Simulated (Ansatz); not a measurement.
**Sb: equation of state**

One table from this session's results is given with a row withheld; the runs are named, their logs left out.

Method: DFT PBEsol, scalar-relativistic, in Ansatz 0.2.0.

## Starting point

Symmetry: I4/mmm, No. 139, tetragonal system. Conventional cell: a = 3.010 Å, b = 3.010 Å, c = 4.960 Å, α = 90.00°, β = 90.00°, γ = 90.00°. Sb (site symmetry 4/mmm) has 12 Sb at 3.01 to 3.27 Å as nearest neighbours.

Coordinates:

```xyz
1
Lattice="-1.5050 1.5050 2.4800 1.5050 -1.5050 2.4800 1.5050 1.5050 -2.4800" Properties=species:S:1:pos:R:3 pbc="T T T"
Sb    0.0000    0.0000    0.0000
```

Set-up of the first run:

input.yaml reads:

```yaml
crystal:
  lattice:
    - [-1.4846596688, 1.4846596688, 2.4464823777]
    - [1.4846596688, -1.4846596688, 2.4464823777]
    - [1.4846596688, 1.4846596688, -2.4464823777]
  atoms:
    - { symbol: Sb, position: [0.0, 0.0, 0.0] }
kpoints:
  mp_grid: { grid: [13, 13, 15] }
  band_path:
    path:
      - [0.0, 0.0, 0.0]
      - [0.0, 0.0, 0.5]
      - [0.25, 0.25, 0.25]
      - [0.0, 0.5, 0.0]
      - [0.0, 0.0, 0.0]
      - [0.5, 0.5, -0.5]
      - [0.3420681988, 0.6579318012, -0.3420681988]
      - [-0.3420681988, 0.3420681988, 0.3420681988]
      - [0.0, 0.0, 0.0]
    npoints: 5
scf:
  occupations: { method: fermi_dirac, width: 0.03 }
hamiltonian:
  xc: pbesol
  pseudopotentials: { kind: all_electron, lapw: { basis_error: 0.00025 } }
output:
  forces: true
  stress: true
  eigenvalues: true
```

The run is started by

```sh
> ansatz run input.yaml --threads 1 --pin off --max-ram 3072MiB --backend cpu --events-out ev --progress --plain --runs-dir out
```

Among the steps run: Volume × 0.96, LAPW; Volume × 0.96, PAW; Volume × 0.96, crystal datasets; Volume × 0.99, LAPW; Volume × 0.99, PAW; Volume × 0.99, crystal datasets; Volume × 1.02, LAPW; Volume × 1.02, PAW; Volume × 1.02, crystal datasets; Volume × 1.06, LAPW; Volume × 1.06, PAW; Volume × 1.06, crystal datasets.

One of the session's tables, all rows but one given; the rest of the session is left out.

| method | volume (Å³/atom) | pressure (GPa) |
| --- | --- | --- |
| LAPW | 21.570 | 20.97 |
| LAPW | 22.244 | 16.52 |
| LAPW | 22.918 | 12.69 |
| LAPW | 23.817 | 8.40 |
| PAW | 21.570 | 20.96 |
| PAW | 22.244 | 16.51 |
| PAW | 22.918 | ? |
| PAW | 23.817 | 8.38 |
| crystal datasets | 21.570 | 20.97 |
| crystal datasets | 22.244 | 16.52 |
| crystal datasets | 22.918 | 12.69 |
| crystal datasets | 23.817 | 8.40 |

Q: Estimate the row for PAW, 22.918 from the others.

As computed: pressure (GPa): 12.68. In the column «pressure (GPa)» it lies between crystal datasets, 23.817 (8.40) and LAPW, 22.918 (12.69).

Limits of these values: Warnings in the runs' records: symmetry narrowed by mesh, gradients without spin orbit, crystal datasets made.
